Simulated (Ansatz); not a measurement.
# C₃H₇GeN: up Jacob's ladder to CCSD(T)

The task here is to estimate one member of a computed series from the others.

The runs use Ansatz 0.2.0, Gaussian basis; functionals in def2-TZVPP, the program's frozen cores in correlated methods.

The runs, in order: LDA (SPW92), PBE-D4, revPBE-D4, BLYP-D4, r2SCAN-D4, B97M-V, PBE0-D4, B3LYP-D4, r2SCANh-D4, r2SCAN0-D4, HSE06-D4, BHLYP-D4, CAM-B3LYP-D4, LC-ωPBE, ωB97X-V, ωB97M-V, B2PLYP, PBE-QIDH; CCSD(T)/def2-SVP; CCSD(T)/def2-TZVPP; MP2/def2-QZVPP; extrapolation to the limit; RPA on PBE.

## The relaxed structure

The geometry comes from an earlier relaxation with PBE0-D4 in a triple-zeta def2 set; it is a stationary point, not always the lowest conformer.

SMILES `[CH3][GeH]([CH3])[C]#N`, 12 atoms, charge 0, spin multiplicity 1.

Atoms are counted from 1 here; the program's logs count them from 0.

Bond lengths: C1–Ge2 1.944 Å, C1–H6 1.090 Å, C1–H7 1.091 Å, C1–H8 1.090 Å, Ge2–C3 1.944 Å, Ge2–C4 1.940 Å, Ge2–H9 1.537 Å, C3–H10 1.090 Å, C3–H11 1.091 Å, C3–H12 1.090 Å, C4–N5 1.152 Å. Angles: Ge2–C1–H6 110.4°, Ge2–C1–H7 109.8°, Ge2–C1–H8 110.0°, H6–C1–H7 108.8°, H6–C1–H8 108.8°, H7–C1–H8 108.9°, C1–Ge2–C3 113.4°, C1–Ge2–C4 106.7°, C1–Ge2–H9 112.1°, C3–Ge2–C4 106.8°, C3–Ge2–H9 112.0°, C4–Ge2–H9 105.1°, Ge2–C3–H10 110.0°, Ge2–C3–H11 109.8°, Ge2–C3–H12 110.4°, H10–C3–H11 108.9°, H10–C3–H12 108.8°, H11–C3–H12 108.8° and more.

As a file:

```xyz
12
C3H7GeN
C    -1.6496   -0.4619   -0.2587
Ge   -0.0017    0.1842    0.5439
C     1.5866   -0.7183   -0.1197
C     0.1669    2.0518    0.0474
N     0.2668    3.1540   -0.2725
H    -2.4999    0.1170    0.1019
H    -1.8018   -1.5107    0.0008
H    -1.5966   -0.3711   -1.3441
H    -0.0677    0.1815    2.0790
H     1.6417   -0.6271   -1.2049
H     1.5490   -1.7762    0.1443
H     2.4834   -0.2783    0.3165
```

The first run:

in.yaml reads:

```yaml
crystal:
  periodic: [false, false, false]
  atoms:
    - {symbol: C, position_ang: [-1.649645, -0.461888, -0.258714]}
    - {symbol: Ge, position_ang: [-0.001664, 0.184219, 0.543872]}
    - {symbol: C, position_ang: [1.586649, -0.718256, -0.119663]}
    - {symbol: C, position_ang: [0.166931, 2.051779, 0.047449]}
    - {symbol: N, position_ang: [0.266842, 3.153986, -0.272525]}
    - {symbol: H, position_ang: [-2.499865, 0.116971, 0.101885]}
    - {symbol: H, position_ang: [-1.801784, -1.510650, 0.000822]}
    - {symbol: H, position_ang: [-1.596616, -0.371114, -1.344105]}
    - {symbol: H, position_ang: [-0.067715, 0.181477, 2.078994]}
    - {symbol: H, position_ang: [1.641698, -0.627150, -1.204928]}
    - {symbol: H, position_ang: [1.548956, -1.776238, 0.144281]}
    - {symbol: H, position_ang: [2.483415, -0.278335, 0.316533]}
basis:
  gaussian: {orbitals: def2-TZVPP}
hamiltonian: {xc: lda}
output: {orbitals: {seedname: orbitals}}
```

Among the steps run: LDA; PBE-D4 (GGA); revPBE-D4 (GGA); BLYP-D4 (GGA); r2SCAN-D4 (meta-GGA); B97M-V (meta-GGA); PBE0-D4 (hybrid); B3LYP-D4 (hybrid); r2SCANh-D4 (hybrid); r2SCAN0-D4 (hybrid); HSE06-D4 (hybrid); BHLYP-D4 (hybrid); CAM-B3LYP-D4 (range-separated); LC-ωPBE-D4 (range-separated; the results give it without D4); ωB97X-V (range-separated); ωB97M-V (range-separated); B2PLYP (double hybrid); PBE-QIDH (double hybrid).

One table of the session follows, with a row left open; its other results are not shown here.

It belongs to the step «Frontier levels by functional». 

| functional | HOMO (eV) | gap (eV) |
| --- | --- | --- |
| LDA (SPW92) | -7.94 | 6.82 |
| PBE-D4 | -7.76 | 6.88 |
| revPBE-D4 | -7.70 | 6.91 |
| BLYP-D4 | ? | ? |
| r2SCAN-D4 | -8.04 | 7.40 |
| B97M-V | -8.06 | 7.42 |
| PBE0-D4 | -9.03 | 9.10 |
| B3LYP-D4 | -8.79 | 8.61 |
| r2SCANh-D4 | -8.51 | 8.22 |
| r2SCAN0-D4 | -9.21 | 9.45 |
| HSE06-D4 | -8.63 | 8.32 |
| BHLYP-D4 | -10.17 | 11.10 |
| CAM-B3LYP-D4 | -10.39 | 11.45 |
| LC-ωPBE | -11.78 | 14.09 |
| ωB97X-V | -11.38 | 13.51 |
| ωB97M-V | -11.24 | 13.08 |

Q: Estimate the row for BLYP-D4 from the others.

Worked estimate for «HOMO (eV)». Against the share of exact exchange, B3LYP-D4 (0.2, -8.79), BHLYP-D4 (0.5, -10.17) give a slope of -4.60 per unit share; at 0 the line stands at -7.87.

**Answer.** HOMO (eV): -7.61; gap (eV): 6.84. In «HOMO (eV)» the line misses by -0.26.
